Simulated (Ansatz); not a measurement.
# H₄O₃SeTi: vertical ionisation energy

The task here is to estimate one member of a computed series from the others.

Program: Ansatz 0.2.0, Gaussian basis. Level of theory: unrestricted cation, the program's frozen cores in correlated methods. These are calculated values, not measurements.

Plan: UKS PBE-D4/def2-TZVPP; UKS r2SCAN-D4/def2-TZVPP; UKS PBE0-D4/def2-TZVPP; UKS B3LYP-D4/def2-TZVPP; UKS wB97X-V/def2-TZVPP; UKS wB97M-V/def2-TZVPP; UKS B2PLYP/def2-TZVPP; UHF-CCSD(T)/def2-TZVPP; UHF-MP2/def2-QZVPP; extrapolation to the limit; then −ε(HOMO) from the neutral's earlier runs with LDA (SPW92), PBE-D4, revPBE-D4, BLYP-D4, r2SCAN-D4, B97M-V, PBE0-D4, B3LYP-D4, r2SCANh-D4, r2SCAN0-D4, HSE06-D4, BHLYP-D4, CAM-B3LYP-D4, LC-ωPBE, ωB97X-V, ωB97M-V.

3 further runs of the same task are left out: 3 that didn't finish.

## The geometry

An earlier PBE0-D4 in a triple-zeta def2 set relaxation fixed the geometry.

SMILES `[OH][Ti]([OH])([OH])[SeH]`, 9 atoms, charge 0, spin multiplicity 1.

Atoms are counted from 1 here; the program's logs count them from 0.

Bond lengths: O1–Ti2 1.791 Å, O1–H6 0.958 Å, Ti2–O3 1.785 Å, Ti2–O4 1.782 Å, Ti2–Se5 2.451 Å, O3–H7 0.958 Å, O4–H8 0.957 Å, Se5–H9 1.472 Å. Angles: Ti2–O1–H6 130.8°, O1–Ti2–O3 111.5°, O1–Ti2–O4 110.2°, O1–Ti2–Se5 110.6°, O3–Ti2–O4 112.3°, O3–Ti2–Se5 104.2°, O4–Ti2–Se5 107.8°, Ti2–O3–H7 132.5°, Ti2–O4–H8 136.3°, Ti2–Se5–H9 91.1°.

The first run:

Input file in.yaml:

```yaml
crystal:
  periodic: [false, false, false]
  atoms:
    - {symbol: O, position_ang: [-0.225133, 1.196671, -1.418167]}
    - {symbol: Ti, position_ang: [0.259223, 0.038521, -0.141137]}
    - {symbol: O, position_ang: [2.025198, -0.224538, -0.131074]}
    - {symbol: O, position_ang: [-0.650841, -1.483472, -0.311962]}
    - {symbol: Se, position_ang: [-0.223114, 0.952537, 2.081129]}
    - {symbol: H, position_ang: [-0.963933, 1.183777, -2.028505]}
    - {symbol: H, position_ang: [2.562304, -1.005249, 0.011544]}
    - {symbol: H, position_ang: [-1.128332, -2.073079, 0.271527]}
    - {symbol: H, position_ang: [-1.566970, 1.368631, 1.649546]}
basis:
  gaussian: {orbitals: def2-TZVPP}
total_charge: 1
magnetization: {spin_polarized: true, initial_magnetization: 1}
hamiltonian: {xc: pbe, dispersion: d4}
```

Run with:

```bash
ansatz run in.yaml --threads 2 --pin off --events-out ev --progress --plain --max-ram 32768MiB --backend cpu
```

Among the steps run: Cation, UKS PBE-D4/def2-TZVPP; Cation, UKS r2SCAN-D4/def2-TZVPP; Cation, UKS PBE0-D4/def2-TZVPP; Cation, UKS B3LYP-D4/def2-TZVPP; Cation, UKS wB97X-V/def2-TZVPP; Cation, UKS wB97M-V/def2-TZVPP; Cation, UKS B2PLYP (frozen core)/def2-TZVPP; Cation, UHF-CCSD(T)/def2-TZVPP; Cation, UHF-MP2/def2-QZVPP.

One table of the session follows, with a row left open; its other results are not shown here.

Orbital estimates, from the neutral's runs:

```
  functional  −ε(HOMO) (eV)
 LDA (SPW92)           5.91
      PBE-D4           5.74
   revPBE-D4           5.67
     BLYP-D4              ?
   r2SCAN-D4           6.01
      B97M-V           6.04
     PBE0-D4           6.86
    B3LYP-D4           6.63
  r2SCANh-D4           6.42
  r2SCAN0-D4           7.05
    HSE06-D4           6.47
    BHLYP-D4           7.85
CAM-B3LYP-D4           8.10
     LC-ωPBE           9.40
     ωB97X-V           9.08
     ωB97M-V           8.96
```

Q: Estimate the row for BLYP-D4 from the others.

Worked estimate for «−ε(HOMO) (eV)». Against the share of exact exchange, B3LYP-D4 (0.2, 6.63), BHLYP-D4 (0.5, 7.85) give a slope of 4.07 per unit share; at 0 the line stands at 5.82.

As computed: −ε(HOMO) (eV): 5.58. In «−ε(HOMO) (eV)» the line misses by +0.24.
